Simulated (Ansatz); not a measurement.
# Hf3TiN4: further runs on a relaxed guess

This session takes a relaxed cell of Hf3TiN4 and sets out to fit an equation of state.

Computed with Ansatz 0.2.0 (DFT PBE, scalar-relativistic, plane waves, PAW, unless a step's input says otherwise).

2 further runs of the same task are left out: 1 that didn't finish, 1 set aside as unsound or not needed.

## (1) The system as given

The structure is cubic, space group Pm-3m (No. 221). Conventional cell: a = 4.490 Å, b = 4.490 Å, c = 4.490 Å, α = 90.00°, β = 90.00°, γ = 90.00°. Hf (site symmetry 4/mmm) is surrounded by 6 N at 2.25 Å. Ti (site symmetry m-3m) has 6 N at 2.25 Å as nearest neighbours. N (site symmetry 4/mmm) is surrounded by 4 Hf at 2.25 Å and 2 Ti at 2.25 Å. N (site symmetry m-3m) has 6 Hf at 2.25 Å as nearest neighbours.

Structure file:

```cif
data_structure
_symmetry_space_group_name_H-M 'P 1'
_symmetry_Int_Tables_number 1
_cell_length_a 4.4905
_cell_length_b 4.4905
_cell_length_c 4.4905
_cell_angle_alpha 90.000
_cell_angle_beta 90.000
_cell_angle_gamma 90.000
_cell_volume 90.55
loop_
_atom_site_label
_atom_site_type_symbol
_atom_site_fract_x
_atom_site_fract_y
_atom_site_fract_z
_atom_site_occupancy
Hf1 Hf 0.50000 0.00000 0.00000 1
Hf2 Hf 0.00000 0.00000 0.50000 1
Hf3 Hf 0.00000 0.50000 0.00000 1
Ti1 Ti 0.50000 0.50000 0.50000 1
N1 N 0.00000 0.50000 0.50000 1
N2 N 0.50000 0.50000 0.00000 1
N3 N 0.00000 0.00000 0.00000 1
N4 N 0.50000 0.00000 0.50000 1
```

The cell was relaxed beforehand at this level, from a generated guess; it is a trial structure. At a tolerance of 0.05 Å it has space group Pm-3m (No. 221); it has 11.32 Å³/atom, an uncorrected energy of -1.65 eV/atom over the elements and, on its mesh, gap none (metal).

## (2) The cell scaled to 0.97 of its volume

input.yaml reads:

```yaml
crystal:
  lattice:
    - [4.4451030724, 0.0, 0.0]
    - [0.0, 4.4451030724, 0.0]
    - [0.0, 0.0, 4.4451030724]
  atoms:
    - { symbol: Hf, position: [0.5, 0.0, 0.0] }
    - { symbol: Hf, position: [0.0, 0.0, 0.5] }
    - { symbol: Hf, position: [0.0, 0.5, 0.0] }
    - { symbol: Ti, position: [0.5, 0.5, 0.5] }
    - { symbol: "N", position: [0.0, 0.5, 0.5] }
    - { symbol: "N", position: [0.5, 0.5, 0.0] }
    - { symbol: "N", position: [0.0, 0.0, 0.0] }
    - { symbol: "N", position: [0.5, 0.0, 0.5] }
basis:
  ecutwfc: 420
kpoints:
  mp_grid: { grid: [8, 8, 8] }
hamiltonian:
  xc: pbe
scf:
  occupations: { method: gaussian, width: 0.1 }
output:
  forces: true
  stress: true
  eigenvalues: true
```

The run is started by

```console
ansatz run input.yaml --threads 4 --pin off --max-ram 8192MiB --backend cpu --events-out ev --progress --plain --runs-dir out
```

Output, cut to the lines that bear on the results:

```text
Warning: RAYON_NUM_THREADS=4 ignored (pool sized by the plan → 4); use --threads N
[...]
Pseudopotentials: kind: paw
Pseudopotential: Hf, paw, valence charge 26, recommended cutoff 420 eV (normal), Hf.paw.azcp
Pseudopotential: Ti, paw, valence charge 12, recommended cutoff 420 eV (normal), Ti.paw.azcp
Pseudopotential: N, paw, valence charge 5, recommended cutoff 420 eV (normal), N.paw.azcp
Functional definition: PBE
[...]
Crystal: 8 atoms, lattice volume = 87.831 Å³
Basis set: ecut = 420 eV, 1743 PW (Γ), exchange–correlation on 60×60×60 points (8 copies of the dense FFT grid, shifted against one another)
Bands: 66, of which v1, the nominal top of the filled ones, is band 55 counted from 1 (54 counted from 0)
Symmetry: 48 space group operations
Space group: Pm-3m (ITA 221), of the structure as read, at distance tolerance 4.4e-5 Å
k-points: 35 of 512
[...]
SCF iter   1: F=—  HF=-51212.960844 eV  |F-HF|=—  |Δ(HF+E_count)|=         —  Δρ=5.65e-3  dr2=4.58e-2  ethr=1.77e-3  ⟨swp⟩=4.5  Hψ=7009  notcnv=0  defer=5
[...]
SCF iter   8: F=-51212.953924 eV  HF=-51212.953924 eV  |F-HF|=3.38e-9  |Δ(HF+E_count)|=   2.22e-8  Δρ=2.72e-6  dr2=5.57e-9  ethr=9.09e-11  ⟨swp⟩=8.8  Hψ=9480  notcnv=0
[...]
SCF converged after 8 iterations
Free energy (F): -51212.953924 eV
[...]
E sigma→0 (E₀):  -51212.944300 eV
Entropy (-TS):   -0.019248 eV (-2.406 meV/atom)
Fermi energy:    22.452871 eV
[...]
--- Forces (eV/Å), atoms counted from 1 ---
  atom   1  Hf     0.00000000    -0.00000000    -0.00000000
  atom   2  Hf     0.00000000     0.00000000     0.00000000
  atom   3  Hf     0.00000000     0.00000000     0.00000000
  atom   4  Ti     0.00000000     0.00000000     0.00000000
  atom   5  N      0.00000000    -0.00000000     0.00000000
  atom   6  N     -0.00000000     0.00000000     0.00000000
  atom   7  N     -0.00000000     0.00000000     0.00000000
  atom   8  N      0.00000000    -0.00000000    -0.00000000
[...]
--- Stress (GPa, compression-positive) ---
        8.471494      -0.000000      -0.000000
        0.000000       8.471494       0.000000
        0.000000       0.000000       8.471494
  P = ⅓ Tr σ = 8.4715 GPa (84.715 kbar)
--- Band table (eV; the first three rows and the last of 35) ---
[...]
```

Wall time 4.2 s (4 threads of Arm Neoverse V1, shared host); peak memory 0.54 GiB.

## (3) The cell scaled to 1.03 of its volume

Edit input.yaml of step 2 so:

```diff
@@ -2,5 +2,5 @@
   lattice:
-    - [4.4451030724, 0.0, 0.0]
-    - [0.0, 4.4451030724, 0.0]
-    - [0.0, 0.0, 4.4451030724]
+    - [4.5349273352, 0.0, 0.0]
+    - [0.0, 4.5349273352, 0.0]
+    - [0.0, 0.0, 4.5349273352]
   atoms:
```

The run is started by

```console
ansatz run input.yaml --threads 4 --pin off --max-ram 8192MiB --backend cpu --events-out ev --progress --plain --runs-dir out
```

Output, cut to the lines that bear on the results:

```text
[...]
SCF converged after 8 iterations
Free energy (F): -51212.959758 eV
[...]
E sigma→0 (E₀):  -51212.949630 eV
Entropy (-TS):   -0.020258 eV (-2.532 meV/atom)
Fermi energy:    21.085288 eV
[...]
--- Forces (eV/Å), atoms counted from 1 ---
  atom   1  Hf    -0.00000000    -0.00000000     0.00000000
  atom   2  Hf     0.00000000    -0.00000000    -0.00000000
  atom   3  Hf     0.00000000    -0.00000000     0.00000000
  atom   4  Ti     0.00000000    -0.00000000     0.00000000
  atom   5  N      0.00000000     0.00000000    -0.00000000
  atom   6  N      0.00000000    -0.00000000     0.00000000
  atom   7  N     -0.00000000     0.00000000    -0.00000000
  atom   8  N     -0.00000000     0.00000000     0.00000000
[...]
--- Stress (GPa, compression-positive) ---
       -7.309170      -0.000000      -0.000000
        0.000000      -7.309170       0.000000
       -0.000000       0.000000      -7.309170
  P = ⅓ Tr σ = -7.3092 GPa (-73.092 kbar)
--- Band table (eV; the first three rows and the last of 35) ---
[...]
```

Wall time 4.2 s (4 threads of Arm Neoverse V1, shared host); peak memory 0.56 GiB.

## (4) Point at V/V0 = 0.94

Edit input.yaml of step 3 so:

```diff
@@ -2,5 +2,5 @@
   lattice:
-    - [4.5349273352, 0.0, 0.0]
-    - [0.0, 4.5349273352, 0.0]
-    - [0.0, 0.0, 4.5349273352]
+    - [4.3987965479, 0.0, 0.0]
+    - [0.0, 4.3987965479, 0.0]
+    - [0.0, 0.0, 4.3987965479]
   atoms:
```

The run is started by

```console
ansatz run input.yaml --threads 4 --pin off --max-ram 8192MiB --backend cpu --events-out ev --progress --plain --runs-dir out
```

Output, cut to the lines that bear on the results:

```text
[...]
SCF converged after 7 iterations
Free energy (F): -51212.727764 eV
[...]
E sigma→0 (E₀):  -51212.718390 eV
Entropy (-TS):   -0.018747 eV (-2.343 meV/atom)
Fermi energy:    23.195211 eV
[...]
--- Forces (eV/Å), atoms counted from 1 ---
  atom   1  Hf     0.00000000    -0.00000000     0.00000000
  atom   2  Hf     0.00000000     0.00000000     0.00000000
  atom   3  Hf     0.00000000     0.00000000     0.00000000
  atom   4  Ti     0.00000000    -0.00000000    -0.00000000
  atom   5  N      0.00000000    -0.00000000     0.00000000
  atom   6  N      0.00000000    -0.00000000     0.00000000
  atom   7  N     -0.00000000    -0.00000000     0.00000000
  atom   8  N      0.00000000    -0.00000000     0.00000000
[...]
--- Stress (GPa, compression-positive) ---
       18.445502       0.000000       0.000000
       -0.000000      18.445502       0.000000
        0.000000       0.000000      18.445502
  P = ⅓ Tr σ = 18.4455 GPa (184.455 kbar)
--- Band table (eV; the first three rows and the last of 35) ---
[...]
```

Wall time 3.9 s (4 threads of Arm Neoverse V1, shared host); peak memory 0.54 GiB.

## (5) Point at V/V0 = 1.06

Edit input.yaml of step 4 so:

```diff
@@ -2,5 +2,5 @@
   lattice:
-    - [4.3987965479, 0.0, 0.0]
-    - [0.0, 4.3987965479, 0.0]
-    - [0.0, 0.0, 4.3987965479]
+    - [4.5785350809, 0.0, 0.0]
+    - [0.0, 4.5785350809, 0.0]
+    - [0.0, 0.0, 4.5785350809]
   atoms:
```

The run is started by

```console
ansatz run input.yaml --threads 4 --pin off --max-ram 8192MiB --backend cpu --events-out ev --progress --plain --runs-dir out
```

Output, cut to the lines that bear on the results:

```text
Warning: RAYON_NUM_THREADS=4 ignored (pool sized by the plan → 4); use --threads N
[...]
[... 5 set-up lines as earlier in the session ...]
[...]
Crystal: 8 atoms, lattice volume = 95.980 Å³
Basis set: ecut = 420 eV, 1863 PW (Γ), exchange–correlation on 64×64×64 points (8 copies of the dense FFT grid, shifted against one another)
Bands: 66, of which v1, the nominal top of the filled ones, is band 55 counted from 1 (54 counted from 0)
[... 1 set-up line as earlier in the session ...]
Space group: Pm-3m (ITA 221), of the structure as read, at distance tolerance 4.6e-5 Å
k-points: 35 of 512
[...]
SCF converged after 8 iterations
Free energy (F): -51212.781690 eV
[...]
E sigma→0 (E₀):  -51212.771297 eV
Entropy (-TS):   -0.020784 eV (-2.598 meV/atom)
Fermi energy:    20.453604 eV
[...]
--- Forces (eV/Å), atoms counted from 1 ---
  atom   1  Hf     0.00000000    -0.00000000    -0.00000000
  atom   2  Hf     0.00000000    -0.00000000    -0.00000000
  atom   3  Hf     0.00000000     0.00000000     0.00000000
  atom   4  Ti     0.00000000    -0.00000000     0.00000000
  atom   5  N      0.00000000     0.00000000    -0.00000000
  atom   6  N     -0.00000000     0.00000000    -0.00000000
  atom   7  N     -0.00000000    -0.00000000     0.00000000
  atom   8  N     -0.00000000    -0.00000000     0.00000000
[...]
--- Stress (GPa, compression-positive) ---
      -13.520501       0.000000       0.000000
        0.000000     -13.520501       0.000000
        0.000000       0.000000     -13.520501
  P = ⅓ Tr σ = -13.5205 GPa (-135.205 kbar)
--- Band table (eV; the first three rows and the last of 35) ---
[...]
```

Run time: 4.6 s. Hardware: 4 threads of Arm Neoverse V1, shared host; peak memory 0.56 GiB.

## (6) Volume × 0.91

Edit input.yaml of step 5 so:

```diff
@@ -2,5 +2,5 @@
   lattice:
-    - [4.5785350809, 0.0, 0.0]
-    - [0.0, 4.5785350809, 0.0]
-    - [0.0, 0.0, 4.5785350809]
+    - [4.3514939943, 0.0, 0.0]
+    - [0.0, 4.3514939943, 0.0]
+    - [0.0, 0.0, 4.3514939943]
   atoms:
```

The run is started by

```console
ansatz run input.yaml --threads 4 --pin off --max-ram 8192MiB --backend cpu --events-out ev --progress --plain --runs-dir out
```

Output, cut to the lines that bear on the results:

```text
[...]
SCF converged after 8 iterations
Free energy (F): -51212.318651 eV
[...]
E sigma→0 (E₀):  -51212.309527 eV
Entropy (-TS):   -0.018248 eV (-2.281 meV/atom)
Fermi energy:    23.981361 eV
[...]
--- Forces (eV/Å), atoms counted from 1 ---
  atom   1  Hf     0.00000000    -0.00000000     0.00000000
  atom   2  Hf     0.00000000     0.00000000    -0.00000000
  atom   3  Hf     0.00000000     0.00000000     0.00000000
  atom   4  Ti     0.00000000    -0.00000000     0.00000000
  atom   5  N      0.00000000    -0.00000000    -0.00000000
  atom   6  N      0.00000000     0.00000000     0.00000000
  atom   7  N     -0.00000000     0.00000000     0.00000000
  atom   8  N      0.00000000    -0.00000000    -0.00000000
[...]
--- Stress (GPa, compression-positive) ---
       30.132147       0.000000       0.000000
       -0.000000      30.132147       0.000000
        0.000000       0.000000      30.132147
  P = ⅓ Tr σ = 30.1321 GPa (301.321 kbar)
--- Band table (eV; the first three rows and the last of 35) ---
[...]
```

It took 3.9 s on 4 threads of Arm Neoverse V1, shared host; peak memory 0.54 GiB.

## (7) Changing settings: chi_scale 0.1

Edit input.yaml of step 6 so:

```diff
@@ -22,5 +22,6 @@
   occupations: { method: gaussian, width: 0.1 }
+  initial_density: { chi_scale: 0.1 }
 output:
   forces: true
+  eigenvalues: true
   stress: true
-  eigenvalues: true
```

The run is started by

```console
ansatz run input.yaml --threads 4 --pin off --max-ram 8192MiB --backend cpu --events-out ev --progress --plain --runs-dir out
```

Output, cut to the lines that bear on the results:

```text
Warning: RAYON_NUM_THREADS=4 ignored (pool sized by the plan → 4); use --threads N
[...]
[... 5 set-up lines as earlier in the session ...]
[...]
Crystal: 8 atoms, lattice volume = 82.398 Å³
Basis set: ecut = 420 eV, 1575 PW (Γ), exchange–correlation on 60×60×60 points (8 copies of the dense FFT grid, shifted against one another)
Bands: 66, of which v1, the nominal top of the filled ones, is band 55 counted from 1 (54 counted from 0)
[... 2 set-up lines as earlier in the session ...]
k-points: 35 of 512
[...]
SCF converged after 9 iterations
Free energy (F): -51212.318651 eV
[...]
E sigma→0 (E₀):  -51212.309527 eV
Entropy (-TS):   -0.018247 eV (-2.281 meV/atom)
Fermi energy:    23.981331 eV
[...]
--- Forces (eV/Å), atoms counted from 1 ---
  atom   1  Hf     0.00000000    -0.00000000     0.00000000
  atom   2  Hf     0.00000000    -0.00000000     0.00000000
  atom   3  Hf     0.00000000    -0.00000000     0.00000000
  atom   4  Ti     0.00000000    -0.00000000     0.00000000
  atom   5  N      0.00000000     0.00000000    -0.00000000
  atom   6  N     -0.00000000     0.00000000     0.00000000
  atom   7  N     -0.00000000     0.00000000     0.00000000
  atom   8  N     -0.00000000    -0.00000000    -0.00000000
[...]
--- Stress (GPa, compression-positive) ---
       30.131997       0.000000       0.000000
       -0.000000      30.131997       0.000000
        0.000000       0.000000      30.131997
  P = ⅓ Tr σ = 30.1320 GPa (301.320 kbar)
--- Band table (eV; the first three rows and the last of 35) ---
[...]
```

It took 4 s on 4 threads of Arm Neoverse V1, shared host; peak memory 0.52 GiB.

| run | ending | energy change | pressure (GPa) | gap (eV) | force (eV/Å) | cycles | time |
| --- | --- | --- | --- | --- | --- | --- | --- |
| step 6 | converged | 0 | 30.1 | 0.00 | 0.00 | 8 | 3.9 s |
| variant | converged | 0.0 meV/atom | 30.1 | 0.00 | 0.00 | 9 | 4 s |

Same state: the changed start leaves the energy within 0.5 meV/atom. Cost: 9 SCF cycles against 8.

## (8) Point at V/V0 = 1.10

Edit input.yaml of step 6 so:

```diff
@@ -2,5 +2,5 @@
   lattice:
-    - [4.3514939943, 0.0, 0.0]
-    - [0.0, 4.3514939943, 0.0]
-    - [0.0, 0.0, 4.3514939943]
+    - [4.6354171093, 0.0, 0.0]
+    - [0.0, 4.6354171093, 0.0]
+    - [0.0, 0.0, 4.6354171093]
   atoms:
```

The run is started by

```console
ansatz run input.yaml --threads 4 --pin off --max-ram 8192MiB --backend cpu --events-out ev --progress --plain --runs-dir out
```

Output, cut to the lines that bear on the results:

```text
Warning: RAYON_NUM_THREADS=4 ignored (pool sized by the plan → 4); use --threads N
[...]
[... 5 set-up lines as earlier in the session ...]
[...]
Crystal: 8 atoms, lattice volume = 99.602 Å³
Basis set: ecut = 420 eV, 1935 PW (Γ), exchange–correlation on 64×64×64 points (8 copies of the dense FFT grid, shifted against one another)
Bands: 66, of which v1, the nominal top of the filled ones, is band 55 counted from 1 (54 counted from 0)
[... 2 set-up lines as earlier in the session ...]
k-points: 35 of 512
[...]
SCF converged after 8 iterations
Free energy (F): -51212.395310 eV
[...]
E sigma→0 (E₀):  -51212.384549 eV
Entropy (-TS):   -0.021521 eV (-2.690 meV/atom)
Fermi energy:    19.659449 eV
[...]
--- Forces (eV/Å), atoms counted from 1 ---
  atom   1  Hf     0.00000000    -0.00000000    -0.00000000
  atom   2  Hf     0.00000000     0.00000000     0.00000000
  atom   3  Hf     0.00000000    -0.00000000    -0.00000000
  atom   4  Ti     0.00000000     0.00000000     0.00000000
  atom   5  N      0.00000000     0.00000000     0.00000000
  atom   6  N      0.00000000    -0.00000000     0.00000000
  atom   7  N     -0.00000000     0.00000000    -0.00000000
  atom   8  N      0.00000000    -0.00000000     0.00000000
[...]
--- Stress (GPa, compression-positive) ---
      -20.413739       0.000000       0.000000
        0.000000     -20.413739      -0.000000
        0.000000       0.000000     -20.413739
  P = ⅓ Tr σ = -20.4137 GPa (-204.137 kbar)
--- Band table (eV; the first three rows and the last of 35) ---
[...]
```

It took 4.3 s on 4 threads of Arm Neoverse V1, shared host; peak memory 0.57 GiB.

## (9) The cell scaled to 0.88 of its volume

Edit input.yaml of step 8 so:

```diff
@@ -2,5 +2,5 @@
   lattice:
-    - [4.6354171093, 0.0, 0.0]
-    - [0.0, 4.6354171093, 0.0]
-    - [0.0, 0.0, 4.6354171093]
+    - [4.3031400587, 0.0, 0.0]
+    - [0.0, 4.3031400587, 0.0]
+    - [0.0, 0.0, 4.3031400587]
   atoms:
```

The run is started by

```console
ansatz run input.yaml --threads 4 --pin off --max-ram 8192MiB --backend cpu --events-out ev --progress --plain --runs-dir out
```

Output, cut to the lines that bear on the results:

```text
[...]
SCF converged after 8 iterations
Free energy (F): -51211.694846 eV
[...]
E sigma→0 (E₀):  -51211.685996 eV
Entropy (-TS):   -0.017700 eV (-2.212 meV/atom)
Fermi energy:    24.816033 eV
[...]
--- Forces (eV/Å), atoms counted from 1 ---
  atom   1  Hf     0.00000000    -0.00000000     0.00000000
  atom   2  Hf     0.00000000     0.00000000    -0.00000000
  atom   3  Hf     0.00000000     0.00000000     0.00000000
  atom   4  Ti     0.00000000    -0.00000000    -0.00000000
  atom   5  N      0.00000000    -0.00000000    -0.00000000
  atom   6  N     -0.00000000    -0.00000000    -0.00000000
  atom   7  N     -0.00000000    -0.00000000     0.00000000
  atom   8  N     -0.00000000    -0.00000000     0.00000000
[...]
--- Stress (GPa, compression-positive) ---
       43.850054       0.000000       0.000000
       -0.000000      43.850054      -0.000000
        0.000000       0.000000      43.850054
  P = ⅓ Tr σ = 43.8501 GPa (438.501 kbar)
--- Band table (eV; the first three rows and the last of 35) ---
[...]
```

Wall time 3.8 s (4 threads of Arm Neoverse V1, shared host); peak memory 0.53 GiB.

## (10) Equation of state

| volume (Å³/atom) | energy above the lowest point (meV/atom) | pressure (GPa) | gap on the mesh (eV) |
| --- | --- | --- | --- |
| 9.960 | 165.9 | 43.85 | 0.00 |
| 10.300 | 88.0 | 30.13 | 0.00 |
| 10.639 | 36.9 | 18.45 | 0.00 |
| 10.979 | 8.7 | 8.47 | 0.00 |
| 11.318 | 0.0 | -0.04 | 0.00 |
| 11.658 | 8.0 | -7.31 | 0.00 |
| 11.997 | 30.3 | -13.52 | 0.00 |
| 12.450 | 78.6 | -20.41 | 0.00 |

## (11) Results

| quantity | value |
| --- | --- |
| equilibrium volume of the fit | 11.32 Å³/atom |
| bulk modulus | 262 GPa |
| its pressure derivative | 4.2 |

The fit puts the minimum at 11.32 Å³/atom with B = 262 GPa and B' = 4.2. The runs treat Hf without spin-orbit coupling.
